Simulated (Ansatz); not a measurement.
# CH4BCl3O: one species, many methods

One table from this session's results is given with a row withheld; the runs are named, their logs left out.

Computed with Ansatz 0.2.0, Gaussian basis. Level: functionals in def2-TZVPP, the program's frozen cores in correlated methods.

Plan: LDA (SPW92), PBE-D4, revPBE-D4, BLYP-D4, r2SCAN-D4, B97M-V, PBE0-D4, B3LYP-D4, r2SCANh-D4, r2SCAN0-D4, HSE06-D4, BHLYP-D4, CAM-B3LYP-D4, LC-ωPBE, ωB97X-V, ωB97M-V, B2PLYP, PBE-QIDH; CCSD(T)/def2-SVP; CCSD(T)/def2-TZVPP; MP2/def2-QZVPP; extrapolation to the limit; RPA on PBE.

### Structure used throughout

The geometry comes from an earlier relaxation with PBE0-D4 in a triple-zeta def2 set; it is a stationary point, not always the lowest conformer.

SMILES `C[OH+][B-](Cl)(Cl)Cl`, 10 atoms, charge 0, spin multiplicity 1.

Atoms are counted from 1 here; the program's logs count them from 0.

Bond lengths: C1–O2 1.446 Å, C1–H7 1.088 Å, C1–H8 1.089 Å, C1–H9 1.086 Å, O2–B3 1.610 Å, O2–H10 0.968 Å, B3–Cl4 1.822 Å, B3–Cl5 1.816 Å, B3–Cl6 1.805 Å. Angles: O2–C1–H7 107.5°, O2–C1–H8 109.9°, O2–C1–H9 105.7°, H7–C1–H8 112.2°, H7–C1–H9 110.7°, H8–C1–H9 110.6°, C1–O2–B3 120.1°, C1–O2–H10 112.3°, B3–O2–H10 107.4°, O2–B3–Cl4 106.5°, O2–B3–Cl5 101.4°, O2–B3–Cl6 105.0°, Cl4–B3–Cl5 113.1°, Cl4–B3–Cl6 113.8°, Cl5–B3–Cl6 115.3°.

As a file:

```mol
CH4BCl3O
  3D, bonds by distance, orders not assigned

 10  9  0  0  0  0  0  0  0  0999 V2000
    0.2990   -1.0152    0.8499 C   0  0
    0.6688    0.0879   -0.0084 O   0  0
   -0.4696    1.0118   -0.6728 B   0  0
   -1.6183   -0.1162   -1.5257 Cl  0  0
    0.5126    2.0269   -1.8142 Cl  0  0
   -1.2146    1.9033    0.7084 Cl  0  0
    1.2137   -1.4101    1.2869 H   0  0
   -0.2399   -1.7671    0.2765 H   0  0
   -0.3403   -0.5891    1.6179 H   0  0
    1.2716   -0.1834   -0.7156 H   0  0
  1  2  8  0
  2  3  8  0
  3  4  8  0
  3  5  8  0
  3  6  8  0
  1  7  8  0
  1  8  8  0
  1  9  8  0
  2 10  8  0
M  END
```

The first run:

Contents of in.yaml:

```yaml
crystal:
  periodic: [false, false, false]
  atoms:
    - {symbol: C, position_ang: [0.299028, -1.015161, 0.849934]}
    - {symbol: O, position_ang: [0.668761, 0.087910, -0.008439]}
    - {symbol: B, position_ang: [-0.469584, 1.011780, -0.672845]}
    - {symbol: Cl, position_ang: [-1.618340, -0.116215, -1.525668]}
    - {symbol: Cl, position_ang: [0.512645, 2.026915, -1.814162]}
    - {symbol: Cl, position_ang: [-1.214582, 1.903255, 0.708405]}
    - {symbol: H, position_ang: [1.213667, -1.410092, 1.286931]}
    - {symbol: H, position_ang: [-0.239945, -1.767150, 0.276451]}
    - {symbol: H, position_ang: [-0.340254, -0.589110, 1.617860]}
    - {symbol: H, position_ang: [1.271605, -0.183433, -0.715566]}
basis:
  gaussian: {orbitals: def2-TZVPP}
hamiltonian: {xc: lda}
output: {orbitals: {seedname: orbitals}}
```

The run is started by

```console
$ ansatz run in.yaml --threads 4 --pin off --events-out ev --progress --plain --max-ram 10444MiB
```

Steps of the session up to this table: LDA; PBE-D4 (GGA); revPBE-D4 (GGA); BLYP-D4 (GGA); r2SCAN-D4 (meta-GGA); B97M-V (meta-GGA); B3LYP-D4 (hybrid); r2SCANh-D4 (hybrid); r2SCAN0-D4 (hybrid); HSE06-D4 (hybrid); BHLYP-D4 (hybrid); CAM-B3LYP-D4 (range-separated); LC-ωPBE (range-separated); ωB97X-V (range-separated); ωB97M-V (range-separated); B2PLYP (double hybrid); PBE-QIDH (double hybrid).

One table of the session follows, with a row left open; its other results are not shown here.

It belongs to the step «Frontier levels by functional». 

| functional | HOMO (eV) | gap (eV) |
| --- | --- | --- |
| LDA (SPW92) | -6.86 | 5.55 |
| PBE-D4 | -6.71 | 5.63 |
| revPBE-D4 | -6.65 | 5.68 |
| BLYP-D4 | -6.54 | 5.45 |
| r2SCAN-D4 | -7.06 | 6.53 |
| B97M-V | -7.17 | 6.35 |
| PBE0-D4 | -8.12 | 7.96 |
| B3LYP-D4 | ? | ? |
| r2SCANh-D4 | -7.57 | 7.35 |
| r2SCAN0-D4 | -8.35 | 8.55 |
| HSE06-D4 | -7.71 | 7.18 |
| BHLYP-D4 | -9.36 | 9.93 |
| CAM-B3LYP-D4 | -9.47 | 10.15 |
| LC-ωPBE | -10.93 | 12.97 |
| ωB97X-V | -10.54 | 12.35 |
| ωB97M-V | -10.37 | 11.78 |

Estimate the missing values for B3LYP-D4.

Worked estimate for «HOMO (eV)». Against the share of exact exchange, BLYP-D4 (0, -6.54), BHLYP-D4 (0.5, -9.36) give a slope of -5.64 per unit share; at 0.2 the line stands at -7.67.

**Answer.** HOMO (eV): -7.82; gap (eV): 7.31. In «HOMO (eV)» the line misses by +0.15.
